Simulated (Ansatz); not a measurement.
# CdSi2: what a guessed cell relaxes into

Where does this trial cell of CdSi2 go when cell and atoms are let free?

Computed with Ansatz 0.2.0 (DFT PBE, scalar-relativistic, plane waves, PAW, unless a step's input says otherwise).

## (1) Starting point

It takes space group Fd-3m (No. 227, cubic). Conventional cell: a = 7.286 Å, b = 7.286 Å, c = 7.286 Å, α = 90.00°, β = 90.00°, γ = 90.00°. Around Cd (site symmetry -43m) lie 12 Si at 3.02 Å and 4 Cd at 3.16 Å. Si (site symmetry -3m) has 6 Si at 2.58 Å and 6 Cd at 3.02 Å as nearest neighbours.

Coordinates:

```cif
data_structure
_symmetry_space_group_name_H-M 'Fd-3m:1'
_symmetry_Int_Tables_number 227
_cell_length_a 7.2862
_cell_length_b 7.2862
_cell_length_c 7.2862
_cell_angle_alpha 90.000
_cell_angle_beta 90.000
_cell_angle_gamma 90.000
_cell_volume 386.81
loop_
_atom_site_label
_atom_site_type_symbol
_atom_site_symmetry_multiplicity
_atom_site_Wyckoff_symbol
_atom_site_fract_x
_atom_site_fract_y
_atom_site_fract_z
_atom_site_occupancy
Cd1 Cd 8 a 0.50000 0.00000 0.50000 1
Si1 Si 16 d 0.12500 0.62500 0.12500 1
```

Recipe of the guess: species swapped into a database cell of EuPt2 (Fd-3m, No. 227), with Cd on the Eu sites and Si on the Pt sites. Its size is a rough estimate.

## (2) A first look at the guess

input.yaml reads:

```yaml
crystal:
  lattice:
    - [0.0, 3.64310008, 3.64310008]
    - [3.64310008, 0.0, 3.64310008]
    - [3.64310008, 3.64310008, 0.0]
  atoms:
    - { symbol: Cd, position: [0.5, 0.5, 0.5] }
    - { symbol: Cd, position: [0.75, 0.75, 0.75] }
    - { symbol: Si, position: [0.125, 0.125, 0.125] }
    - { symbol: Si, position: [0.625, 0.125, 0.125] }
    - { symbol: Si, position: [0.125, 0.125, 0.625] }
    - { symbol: Si, position: [0.125, 0.625, 0.125] }
basis:
  ecutwfc: 420
kpoints:
  mp_grid: { grid: [4, 4, 4] }
hamiltonian:
  xc: pbe
scf:
  occupations: { method: gaussian, width: 0.1 }
  lower_state_search: "off"
output:
  forces: true
  stress: true
  eigenvalues: true
```

Run with:

```sh
> ansatz run input.yaml --threads 1 --pin off --max-ram 2560MiB --backend cpu --events-out ev --progress --plain --runs-dir out
```

Further runs follow: a loose first relaxation; relaxation on the finer mesh.

Before running it: what results should come out? Wanted: conventional cell; volume; energy over the elements; gap on the mesh.

**Answer**, as computed:

```
                              quantity                                                                      value
symmetry at the end (tolerance 0.05 Å)                                                space group Fd-3m (No. 227)
                     conventional cell  a = 7.578 Å, b = 7.578 Å, c = 7.578 Å, α = 90.00°, β = 90.00°, γ = 90.00°
                                volume                                                              18.13 Å³/atom
              energy over the elements                                                              +0.48 eV/atom
                       gap on the mesh                                                               none (metal)
```

What this shows: The space group Fd-3m (No. 227) is kept, and the volume per atom grows by 12.5 % from the first guess. With a positive formation energy it can't be a ground state. No finished test with a distortion of lower symmetry is shown, so the end may be a saddle point.
